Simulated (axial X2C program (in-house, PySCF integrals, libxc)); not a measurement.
# RbC: from the state search to constants

Aim: find the lowest determinant of RbC, scan the bond at several levels and fit the constants, once spin-free and once with spin–orbit coupling.

Program: an in-house X2C program for linear molecules on PySCF integrals. Level of theory: all-electron X2C, Rb dyall-cv3z, C dyall-v3z. These are calculated values, not measurements.

### Step 1. Input

File task.json:

```json
{"zs": [37, 6], "q": 0, "bas": ["dyall-cv3z", "dyall-v3z"], "levels": ["PBE0", "HF", "r2SCAN"], "cc": true, "r0": 2.69, "thr": -2.0, "nmax": 90, "npts": 10, "nst": 2, "ntry": 6}
```

Keys: zs atomic numbers; q charge; bas basis sets; levels methods (HF also brings MP2); cc coupled cluster on or off; r0 starting distance in Å; thr threshold in hartree for freezing inner shells (an s shell follows its p shell); nmax most natural virtual spinors; npts points asked for on the curve; nst determinants followed; ntry starts of the search.

Run with:

```
> python so2c.py task.json out
```

Spin-free means the one-electron spin-free X2C Hamiltonian; two-component (2c) means X2C with spin–orbit coupling and atomic mean-field two-electron Coulomb and Gaunt terms. Basis: Rb dyall-cv3z contracted to [12s13p8d4f1g], C dyall-v3z contracted to [7s6p2d1f]; Gaussian nuclei, density fitting. Masses: Rb 84.912 u, C 12.000 u.

Notation: σ, π±, δ± give the projection m of an orbital's angular momentum (0, ±1, ±2), α and β its spin, Λ and M_S the sums; ω is the projection of a spinor's total angular momentum and Ω the sum. Logs are in hartree.

The results follow Hamiltonian by Hamiltonian and level by level.

### Step 2. Search for the lowest determinant

Determinants are compared with PBE0 at 2.690 Å.

Spin-free determinants:

```tsv
ΔE (eV)	state	open shells
0.00	M_S = 3/2, Λ = 0	beyond closed shells: σα, π+α, π-α
0.68	M_S = 1/2, Λ = 0	beyond closed shells: σβ, π+α, π-α
1.45	M_S = 1/2, Λ = 0	beyond closed shells: σα, π+β, π-α
1.45	M_S = 1/2, Λ = 2	beyond closed shells: σα, π+α, π+β
1.77	M_S = 1/2, Λ = 1	beyond closed shells: π+α
2.08	M_S = 1/2, Λ = 1	beyond closed shells: π+α, π+β, π-α
2.73	M_S = 3/2, Λ = 1	beyond closed shells: 2 × σα, π+α
```

Two-component determinants:

```tsv
ΔE (eV)	state	open shells
0.00	Ω = 3/2	excess of +ω over −ω: ω = 3/2
0.68	Ω = 1/2	excess of +ω over −ω: 2 × ω = -1/2, ω = 3/2
1.44	Ω = 1/2	excess of +ω over −ω: ω = 1/2
1.45	Ω = 5/2	excess of +ω over −ω: 2 × ω = 1/2, ω = 3/2
1.46	Ω = 1/2	excess of +ω over −ω: ω = 1/2
3.98	Ω = 5/2	excess of +ω over −ω: ω = -1/2, 2 × ω = 3/2
3.98	Ω = 7/2	excess of +ω over −ω: ω = 1/2, 2 × ω = 3/2
```

### Step 3. PBE0, spin-free

State followed: M_S = 3/2, Λ = 0 (beyond closed shells: σα, π+α, π-α). The scan is laid around 2.627 Å, a first estimate of the minimum, and this SCF restarts from the orbitals of the search.

The SCF at the reference distance of 2.627 Å:

```text
spin-free X2C-1e  PBE0
basis functions 170  fitting functions 930  grid points 5083
iter        total energy     max residual
   1      -3018.504026227     2.35e-01
   2      -3018.628823147     4.12e-03
   3      -3018.628923277     3.55e-03
   4      -3018.629185189     7.63e-04
   5      -3018.629191218     2.65e-04
   6      -3018.629192524     6.50e-05
   7      -3018.629192609     1.61e-05
   8      -3018.629192628     5.25e-06
   9      -3018.629192629     2.01e-06
converged
one-electron -4273.36536511  Coulomb 1316.66350606  exact exchange -26.22829992  xc functional -80.41823458  nuclear repulsion 44.71920092
```

Along the bond, energies from the lowest point:

| R (Å) | E (eV) | μ (D) | HOMO (eV) | LUMO (eV) | iterations |
| --- | --- | --- | --- | --- | --- |
| 2.391 | 0.1423 | -8.01 | -4.24 | -1.13 | 10 |
| 2.469 | 0.0568 | -8.38 | -4.24 | -1.18 | 10 |
| 2.548 | 0.0123 | -8.75 | -4.22 | -1.23 | 10 |
| 2.627 | 0.0000 | -9.10 | -4.13 | -1.28 | 9 |
| 2.719 | 0.0167 | -9.50 | -4.03 | -1.34 | 9 |
| 2.811 | 0.0582 | -9.88 | -3.94 | -1.40 | 9 |
| 2.929 | 0.1366 | -10.35 | -3.85 | -1.48 | 9 |

Dipoles are positive if C is the positive end.

Outer orbitals at the reference distance:

```tsv
symmetry	occupied	ε (eV)	atomic character
σα	yes	-34.63	99% Rb s
σβ	yes	-34.56	99% Rb s
σα	yes	-17.68	94% Rb p, 4% C s
π-α	yes	-17.60	100% Rb p
π+α	yes	-17.60	100% Rb p
π+β	yes	-17.54	100% Rb p
π-β	yes	-17.54	100% Rb p
σβ	yes	-17.41	97% Rb p
σα	yes	-13.13	81% C s, 9% Rb p, 6% Rb d
σβ	yes	-8.96	80% C s, 7% Rb p, 7% Rb d
σα	yes	-4.19	85% C p, 6% Rb s, 5% Rb d
π-α	yes	-4.13	90% C p, 7% Rb d, 3% Rb p
π+α	yes	-4.13	90% C p, 7% Rb d, 3% Rb p
σα	no	-1.28	76% Rb s, 19% Rb p, 3% C p
σβ	no	-1.08	75% Rb s, 20% Rb p, 4% C p
π-α	no	-0.12	92% Rb p, 8% Rb d
π+α	no	-0.12	92% Rb p, 8% Rb d
```

PBE0 fields in the half plane through the axis: z from -2.4 to 4.8 Å across, distance from the axis 0.15 to 2.25 Å upwards; Rb lies at z = 0 and C at z = 2.627 Å; the ELF is damped to zero where the density is low.

log10 density (e/bohr³). Ten even steps from '0' (-4.70 ) to '9' (1.50 ):
```
0000111111122222222221110
0011122222222223333222110
0112233333333333333332211
1122334444433344444433221
1223445555544444555443322
1233456666654455555544322
1234556777655556666554332
2234566898665556786654332
```

ELF. Ten even steps from '0' (0.00 ) to '9' (0.93 ):
```
0000000000000122221100000
0000000000000134443321000
0000011221000256665542100
0000135665200267887754210
0001367888620278998875420
0013688888851389999987531
0024788222871389758998631
0125894737482388192998641
```

Re = 2.623 Å, ωe = 324 cm⁻¹, ωexe = 1.94 cm⁻¹, Be = 0.233 cm⁻¹, De = 2.24 eV, μ = -9.08 D.

### Step 4. HF, spin-free

Output at 2.627 Å:

```text
spin-free X2C-1e  HF
basis functions 170  fitting functions 930  grid points 5083
iter        total energy     max residual
   1      -3016.895857809     1.38e-01
   2      -3016.913211380     4.03e-03
   3      -3016.913935116     1.40e-03
   4      -3016.914079804     8.06e-04
   5      -3016.914128128     5.18e-04
   6      -3016.914155005     1.77e-04
   7      -3016.914156872     9.13e-05
   8      -3016.914157118     6.14e-05
   9      -3016.914157240     2.90e-05
  10      -3016.914157276     6.02e-06
  11      -3016.914157279     1.23e-06
  12      -3016.914157279     3.31e-07
converged
one-electron -4273.20942642  Coulomb 1316.57714657  exact exchange -105.00107835  xc functional 0.00000000  nuclear repulsion 44.71920092
```

Re = 2.708 Å, ωe = 320 cm⁻¹, ωexe = 1.72 cm⁻¹, Be = 0.2186 cm⁻¹, De = 1.46 eV, μ = -10.45 D.

### Step 5. r2SCAN, spin-free

The SCF at the reference distance of 2.627 Å:

```text
spin-free X2C-1e  r2SCAN
basis functions 170  fitting functions 930  grid points 5083
iter        total energy     max residual
   1      -3018.948769853     4.82e-02
   2      -3018.950333169     1.92e-03
   3      -3018.950348134     1.46e-03
   4      -3018.950355941     2.67e-04
   5      -3018.950356297     3.00e-04
   6      -3018.950357412     3.35e-05
   7      -3018.950357441     6.81e-06
   8      -3018.950357443     3.21e-06
converged
one-electron -4273.34839599  Coulomb 1316.65571602  exact exchange 0.00000000  xc functional -106.97687839  nuclear repulsion 44.71920092
```

Re = 2.641 Å, ωe = 319 cm⁻¹, ωexe = 1.91 cm⁻¹, Be = 0.2299 cm⁻¹, De = 2.39 eV, μ = -9.18 D.

### Step 6. Correlated methods, spin-free

Correlated methods: 13 electrons correlated (frozen shells, counted by type: Rb 3 s, 2 p, 1 d; C 1 s), 233 virtual spinors in MP2, 90 natural virtuals in coupled cluster.

Output of the correlated part at 2.627 Å:

```text
correlated 13  virtual 233  natural virtual 90  E(MP2) -0.287222596  MP2 remainder -0.010547897
iter   CCSD correlation   residual
   1     -0.300554616   8.81e-02
   2     -0.306962137   2.81e-02
   3     -0.307279991   8.62e-03
   4     -0.307322497   3.48e-03
   5     -0.307337582   1.03e-03
   6     -0.307341388   2.80e-04
   7     -0.307343527   9.88e-05
   8     -0.307343576   3.58e-05
   9     -0.307343334   1.06e-05
  10     -0.307343381   3.86e-06
  11     -0.307343404   1.41e-06
  12     -0.307343416   4.51e-07
(T) -0.009309387  T1 0.0115  D1 0.0278  max T2 0.053
```

T1 in the output is the amplitude norm over the root of the electron number; divide by √2 for the Lee–Taylor value.

MP2: Re = 2.637 Å, ωe = 331 cm⁻¹, Be = 0.2305 cm⁻¹, De = 2.07 eV.

CCSD: Re = 2.653 Å, ωe = 327 cm⁻¹, ωexe = 1.77 cm⁻¹, Be = 0.2278 cm⁻¹, De = 1.96 eV. T1 at Re = 0.008 (Lee–Taylor, the printed value over √2).

CCSD(T): Re = 2.648 Å, ωe = 328 cm⁻¹, ωexe = 1.77 cm⁻¹, Be = 0.2286 cm⁻¹, De = 1.98 eV. T1 at Re = 0.008 (Lee–Taylor, the printed value over √2).

### Step 7. A higher determinant, spin-free

State: M_S = 1/2, Λ = 0 (beyond closed shells: σβ, π+α, π-α).

Output at the reference distance:

```text
spin-free X2C-1e  PBE0
basis functions 170  fitting functions 930  grid points 5083
iter        total energy     max residual
   1      -3018.479287719     2.35e-01
   2      -3018.603821288     3.99e-03
   3      -3018.603802986     4.77e-03
   4      -3018.604213317     1.12e-03
   5      -3018.604226649     3.23e-04
   6      -3018.604228906     5.88e-05
   7      -3018.604229064     2.41e-05
   8      -3018.604229122     3.93e-06
   9      -3018.604229124     3.51e-06
  10      -3018.604229125     4.59e-07
converged
one-electron -4273.22530176  Coulomb 1316.51367025  exact exchange -26.21635987  xc functional -80.39543866  nuclear repulsion 44.71920092
```

| R (Å) | E above the lowest PBE0 point (eV) |
| --- | --- |
| 2.391 | 0.825 |
| 2.469 | 0.741 |
| 2.548 | 0.695 |
| 2.627 | 0.679 |
| 2.719 | 0.690 |
| 2.811 | 0.723 |
| 2.929 | 0.787 |

Re = 2.638 Å, ωe = 303 cm⁻¹, ωexe = 2.21 cm⁻¹, Be = 0.2304 cm⁻¹, μ = -8.86 D. ⟨S²⟩ = 1.76 against 0.75 for a pure state, so this determinant mixes spins. Te = 0.68 eV.

### Step 8. The spin-free curves together

Energy (eV) of the followed determinant, spin-free, from each level's lowest point:

| R (Å) | PBE0 | HF | MP2 | CCSD | CCSD(T) | r2SCAN |
| --- | --- | --- | --- | --- | --- | --- |
| 2.391 | 0.142 | 0.283 | 0.170 | 0.189 | 0.182 | 0.162 |
| 2.469 | 0.057 | 0.146 | 0.072 | 0.084 | 0.080 | 0.069 |
| 2.548 | 0.012 | 0.060 | 0.018 | 0.024 | 0.022 | 0.018 |
| 2.627 | 0.000 | 0.014 | 0.000 | 0.000 | 0.000 | 0.000 |
| 2.719 | 0.017 | 0.000 | 0.013 | 0.007 | 0.009 | 0.011 |
| 2.811 | 0.058 | 0.019 | 0.053 | 0.042 | 0.045 | 0.047 |
| 2.929 | 0.137 | 0.077 | 0.133 | 0.117 | 0.122 | 0.121 |

### Step 9. PBE0, 2c

State followed: Ω = 3/2 (excess of +ω over −ω: ω = 3/2). The scan is laid around 2.627 Å, a first estimate of the minimum, and this SCF restarts from the orbitals of the search.

Output at 2.627 Å:

```text
two-component X2C + atomic mean field  PBE0
basis functions 170  fitting functions 930  grid points 5083
iter        total energy     max residual
   1      -3017.420690424     2.35e-01
   2      -3017.545561645     4.13e-03
   3      -3017.545664680     3.52e-03
   4      -3017.545919659     7.61e-04
   5      -3017.545925614     2.67e-04
   6      -3017.545926923     6.67e-05
   7      -3017.545927010     1.64e-05
   8      -3017.545927030     5.25e-06
   9      -3017.545927031     2.02e-06
converged
one-electron -4270.52291971  Coulomb 1316.07241141  exact exchange -26.21732440  xc functional -80.38491251  nuclear repulsion 44.71920092  atomic mean-field constant -1.21238273
```

Along the bond, energies from the lowest point:

| R (Å) | E (eV) | μ (D) | HOMO (eV) | LUMO (eV) | iterations |
| --- | --- | --- | --- | --- | --- |
| 2.391 | 0.1420 | -8.00 | -4.24 | -1.13 | 10 |
| 2.469 | 0.0567 | -8.38 | -4.24 | -1.18 | 10 |
| 2.548 | 0.0123 | -8.74 | -4.22 | -1.23 | 10 |
| 2.627 | 0.0000 | -9.10 | -4.13 | -1.28 | 9 |
| 2.719 | 0.0168 | -9.49 | -4.03 | -1.34 | 9 |
| 2.811 | 0.0583 | -9.88 | -3.94 | -1.40 | 9 |
| 2.929 | 0.1368 | -10.34 | -3.85 | -1.48 | 9 |

Dipoles are positive if C is the positive end.

Outer spinors at the reference distance:

```
   ω  occupied  ε (eV)            atomic character     λ mixture
 1/2       yes  -34.63                    99% Rb s        100% σ
-1/2       yes  -34.56                    99% Rb s        100% σ
 1/2       yes  -18.16                    98% Rb p  59% π, 41% σ
-1/2       yes  -18.12                    99% Rb p  75% π, 25% σ
 1/2       yes  -17.35            96% Rb p, 2% C s  60% σ, 40% π
 3/2       yes  -17.31                   100% Rb p        100% π
-3/2       yes  -17.24                   100% Rb p        100% π
-1/2       yes  -17.18                    98% Rb p  75% σ, 25% π
 1/2       yes  -13.13   81% C s, 9% Rb p, 6% Rb d        100% σ
-1/2       yes   -8.96   80% C s, 7% Rb p, 7% Rb d        100% σ
 1/2       yes   -4.19   85% C p, 6% Rb s, 5% Rb d        100% σ
-1/2       yes   -4.13   90% C p, 7% Rb d, 3% Rb p        100% π
 3/2       yes   -4.13   90% C p, 7% Rb d, 3% Rb p        100% π
 1/2        no   -1.28  76% Rb s, 19% Rb p, 3% C p        100% σ
-1/2        no   -1.08  75% Rb s, 20% Rb p, 4% C p        100% σ
-1/2        no   -0.12           91% Rb p, 8% Rb d        100% π
 3/2        no   -0.11           92% Rb p, 8% Rb d        100% π
```

PBE0 fields in the half plane through the axis: z from -2.4 to 4.8 Å across, distance from the axis 0.15 to 2.25 Å upwards; Rb lies at z = 0 and C at z = 2.627 Å; the ELF is damped to zero where the density is low.

log10 density (e/bohr³). Ten even steps from '0' (-4.70 ) to '9' (1.50 ):
```
0000111111122222222221100
0011122222222223333222110
0112233333333333333332211
1122334444433344444433221
1223445555544444555443322
1233456666654455555544322
1234556777655556666554332
2234566898665556786654332
```

ELF. Ten even steps from ' ' (0.00 ) to '@' (0.93 ):
```
                          ..::::::::....          
                          ..--======----::..      
          ....::::..      ::++******++++==::..    
        ..--++****++::    ::**##%%%%####++==::..  
      ..--**##%%%%%%**::  ::##%%@@@@%%%%##++==::  
    ..--**%%%%%%%%%%%%++..--%%@@@@@@@@@@%%##++--..
    ::==##%%%%::::::%%##..--%%@@##++%%@@@@%%**--..
  ..::++%%@@==##--##==%%::--%%%%..@@::@@@@%%**==..
```

Re = 2.623 Å, ωe = 324 cm⁻¹, ωexe = 1.94 cm⁻¹, Be = 0.233 cm⁻¹, De = 2.24 eV, μ = -9.08 D.

### Step 10. HF, 2c

Output at 2.627 Å:

```text
two-component X2C + atomic mean field  HF
basis functions 170  fitting functions 930  grid points 5083
iter        total energy     max residual
   1      -3015.812987731     1.38e-01
   2      -3015.830341440     4.07e-03
   3      -3015.831066221     1.40e-03
   4      -3015.831211116     8.06e-04
   5      -3015.831259474     5.19e-04
   6      -3015.831286356     1.77e-04
   7      -3015.831288231     9.15e-05
   8      -3015.831288478     6.15e-05
   9      -3015.831288600     2.90e-05
  10      -3015.831288636     6.02e-06
  11      -3015.831288639     1.24e-06
  12      -3015.831288639     4.37e-07
converged
one-electron -4270.36667762  Coulomb 1315.98578125  exact exchange -104.95721046  xc functional 0.00000000  nuclear repulsion 44.71920092  atomic mean-field constant -1.21238273
```

Re = 2.708 Å, ωe = 320 cm⁻¹, ωexe = 1.72 cm⁻¹, Be = 0.2186 cm⁻¹, De = 1.46 eV, μ = -10.44 D.

### Step 11. r2SCAN, 2c

The SCF at the reference distance of 2.627 Å:

```text
two-component X2C + atomic mean field  r2SCAN
basis functions 170  fitting functions 930  grid points 5083
iter        total energy     max residual
   1      -3017.864286628     5.30e-02
   2      -3017.865862411     1.92e-03
   3      -3017.865877409     1.47e-03
   4      -3017.865885172     2.65e-04
   5      -3017.865885519     3.00e-04
   6      -3017.865886625     3.35e-05
   7      -3017.865886655     6.83e-06
   8      -3017.865886656     3.21e-06
converged
one-electron -4270.50580991  Coulomb 1316.06448009  exact exchange 0.00000000  xc functional -106.93137503  nuclear repulsion 44.71920092  atomic mean-field constant -1.21238273
```

Re = 2.641 Å, ωe = 319 cm⁻¹, ωexe = 1.91 cm⁻¹, Be = 0.2299 cm⁻¹, De = 2.39 eV, μ = -9.17 D.

### Step 12. Correlated methods, 2c

Correlated methods: 13 electrons correlated (frozen shells, counted by type: Rb 3 s, 2 p, 1 d; C 1 s), 233 virtual spinors in MP2, 90 natural virtuals in coupled cluster.

Output of the correlated part at 2.627 Å:

```text
correlated 13  virtual 233  natural virtual 90  E(MP2) -0.287213720  MP2 remainder -0.010551467
iter   CCSD correlation   residual
   1     -0.300537544   8.81e-02
   2     -0.306947402   2.81e-02
   3     -0.307265814   8.63e-03
   4     -0.307308364   3.49e-03
   5     -0.307323505   1.03e-03
   6     -0.307327312   2.80e-04
   7     -0.307329454   9.94e-05
   8     -0.307329506   3.65e-05
   9     -0.307329256   1.17e-05
  10     -0.307329304   5.20e-06
  11     -0.307329332   2.79e-06
  12     -0.307329351   1.59e-06
(T) -0.009311328  T1 0.0115  D1 0.0279  max T2 0.053
```

MP2: Re = 2.637 Å, ωe = 331 cm⁻¹, Be = 0.2305 cm⁻¹, De = 2.07 eV.

CCSD: Re = 2.653 Å, ωe = 327 cm⁻¹, ωexe = 1.77 cm⁻¹, Be = 0.2278 cm⁻¹, De = 1.96 eV. T1 at Re = 0.008 (Lee–Taylor, the printed value over √2).

CCSD(T): Re = 2.648 Å, ωe = 328 cm⁻¹, ωexe = 1.77 cm⁻¹, Be = 0.2287 cm⁻¹, De = 1.98 eV. T1 at Re = 0.008 (Lee–Taylor, the printed value over √2).

### Step 13. A higher determinant, 2c

State: Ω = 1/2 (excess of +ω over −ω: 2 × ω = -1/2, ω = 3/2).

Output at the reference distance:

```text
two-component X2C + atomic mean field  PBE0
basis functions 170  fitting functions 930  grid points 5083
iter        total energy     max residual
   1      -3017.395959201     2.35e-01
   2      -3017.520569592     3.99e-03
   3      -3017.520559679     4.67e-03
   4      -3017.520954028     1.12e-03
   5      -3017.520967196     3.31e-04
   6      -3017.520969489     5.85e-05
   7      -3017.520969641     2.34e-05
   8      -3017.520969696     3.90e-06
   9      -3017.520969698     3.49e-06
converged
one-electron -4270.38298591  Coulomb 1315.92271997  exact exchange -26.20539042  xc functional -80.36213153  nuclear repulsion 44.71920092  atomic mean-field constant -1.21238273
```

| R (Å) | E above the lowest PBE0 point (eV) |
| --- | --- |
| 2.391 | 0.824 |
| 2.469 | 0.740 |
| 2.548 | 0.695 |
| 2.627 | 0.679 |
| 2.719 | 0.690 |
| 2.811 | 0.723 |
| 2.929 | 0.787 |

Re = 2.638 Å, ωe = 303 cm⁻¹, ωexe = 2.21 cm⁻¹, Be = 0.2304 cm⁻¹, μ = -8.85 D. Te = 0.68 eV.

### Step 14. The 2c curves together

Energy (eV) of the followed determinant, 2c, from each level's lowest point:

| R (Å) | PBE0 | HF | MP2 | CCSD | CCSD(T) | r2SCAN |
| --- | --- | --- | --- | --- | --- | --- |
| 2.391 | 0.142 | 0.283 | 0.169 | 0.189 | 0.182 | 0.162 |
| 2.469 | 0.057 | 0.146 | 0.072 | 0.084 | 0.080 | 0.069 |
| 2.548 | 0.012 | 0.060 | 0.018 | 0.024 | 0.022 | 0.018 |
| 2.627 | 0.000 | 0.014 | 0.000 | 0.000 | 0.000 | 0.000 |
| 2.719 | 0.017 | 0.000 | 0.013 | 0.007 | 0.009 | 0.011 |
| 2.811 | 0.058 | 0.019 | 0.053 | 0.042 | 0.045 | 0.047 |
| 2.929 | 0.137 | 0.077 | 0.133 | 0.117 | 0.122 | 0.121 |

Time for the job: 3.5 min (1 thread, shared host).

### Step 15. Constants

Lowest determinant that the search found at its distance, spin-free: M_S = 3/2, Λ = 0 (beyond closed shells: σα, π+α, π-α).

Lowest determinant that the search found at its distance, 2c: Ω = 3/2 (excess of +ω over −ω: ω = 3/2).

```tsv
Hamiltonian	level	Re (Å)	ωe (cm⁻¹)	De (eV)	μ (D)
spin-free	PBE0	2.623	324	2.24	-9.08
spin-free	HF	2.708	320	1.46	-10.45
spin-free	MP2	2.637	331	2.07	n/a
spin-free	CCSD	2.653	327	1.96	n/a
spin-free	CCSD(T)	2.648	328	1.98	n/a
spin-free	r2SCAN	2.641	319	2.39	-9.18
2c	PBE0	2.623	324	2.24	-9.08
2c	HF	2.708	320	1.46	-10.44
2c	MP2	2.637	331	2.07	n/a
2c	CCSD	2.653	327	1.96	n/a
2c	CCSD(T)	2.648	328	1.98	n/a
2c	r2SCAN	2.641	319	2.39	-9.17
```

Dipoles are positive if C is the positive end.

Time per point (s) on 1 thread, shared host (2c runs; CCSD comes with the CCSD(T) run); the times are rough: PBE0 0.79, HF 0.5, MP2 0.88, CCSD(T) 10, r2SCAN 0.77.

**Reading.** At CCSD(T), going from spin-free to two-component changes Re by 0 mÅ, ωe by 0.0 %, which is small (part of it comes from the scalar share of the two-electron terms). De moves by 0.00 eV; both De rest on single-determinant atoms, which can miss part of an open shell's spin–orbit lowering.

De refers to Rb + C, each in the lowest determinant found, which need not be this curve's own limit. Each curve is one determinant whose occupation by symmetry is held fixed; it was picked as the lowest of a PBE0 search that is not exhaustive. De is counted from the lowest determinant-based energies of the atoms at the same level, without counterpoise correction. Density functionals use the spin component along the axis (collinear). CCSD and (T) use frozen natural virtuals with an MP2 correction for the truncation. The meta-GGAs lack a current-density term, which matters for open shells with orbital currents, atoms included. With several unpaired electrons one determinant need not be a pure state.
